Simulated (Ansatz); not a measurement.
# MoHO (quartet): wave-function methods side by side, def2-TZVPP

The task here is to estimate one member of a computed series from the others.

Computed with Ansatz 0.2.0, Gaussian basis. Level: def2-TZVPP, core rule «outside noble gas», up to 5 orbitals frozen.

The runs, in order: UHF; CCSD(T) on ROHF; CCSD(T) on UHF; CCSDT(Q) on ROHF; CCSDT(Q) on UHF; CASSCF and NEVPT2, 13 electrons in 11 orbitals.

5 further runs of the same task are left out: 1 for a known fault of the program, 1 that didn't finish, 3 set aside as unsound or not needed.

## The geometry

The geometry is a PBE0/def2-TZVP stationary point (not a proven minimum). No spin-orbit coupling is included. Elements past krypton take def2 core potentials.

3 atoms, charge 0, spin multiplicity 4.

Atoms are counted from 1 here; the program's logs count them from 0.

Bond lengths: Mo1–O2 1.664 Å, Mo1–H3 1.736 Å. Angles: O2–Mo1–H3 119.1°.

As a file:

```xyz
3
charge 0, multiplicity 4
Mo    0.00000   -0.03465    0.22588
O     0.00000    0.11982   -1.43060
H     0.00000    1.39643    1.20792
```

The first run:

in.yaml reads:

```yaml
crystal:
  periodic: [false, false, false]
  atoms:
    - {symbol: Mo, position_ang: [0.000000, -0.034652, 0.225883]}
    - {symbol: O, position_ang: [0.000000, 0.119816, -1.430599]}
    - {symbol: H, position_ang: [0.000000, 1.396431, 1.207924]}
basis:
  gaussian: {orbitals: def2-TZVPP}
magnetization: {spin_polarized: true, initial_magnetization: 3}
hamiltonian: {xc: hf}
output: {orbitals: {seedname: orbitals}}
```

On the command line:

```
ansatz run in.yaml --threads 1 --pin off --events-out ev --progress --plain --max-ram 4096MiB --backend cpu
```

Among the steps run: UHF; CCSD(T) on ROHF; CCSD(T) on UHF; CCSDT(Q) on ROHF; CCSDT(Q) on UHF; CASSCF and NEVPT2, 13 electrons in 11 orbitals.

One of the session's tables, all rows but one given; the rest of the session is left out.

It belongs to the step «Misses and costs». 

| method | from RCCSDT(Q) (meV) |
| --- | --- |
| ROHF | +12244.8 |
| UHF | +11877.2 |
| RMP2 | +311.8 |
| UMP2 | +842.2 |
| RCCSD | +739.4 |
| UCCSD | +652.4 |
| RCCSD(T) | -15.7 |
| UCCSD(T) | ? |
| RCCSDT | -18.4 |
| UCCSDT | -87.0 |
| RCCSDT(Q) | 0 |
| UCCSDT(Q) | -146.1 |
| CASSCF valence | +8275.4 |
| NEVPT2 valence | +1620.5 |

Estimate the missing values for UCCSD(T).

**Answer.** from RCCSDT(Q) (meV): -26.4. In the column «from RCCSDT(Q) (meV)» it lies between UCCSDT (-87.0) and RCCSDT (-18.4).

Limits of these values: Restricted and unrestricted rows rest on different reference determinants; where their highest levels disagree by more than a few hundredths of an eV, they describe different states and don't form one ladder.
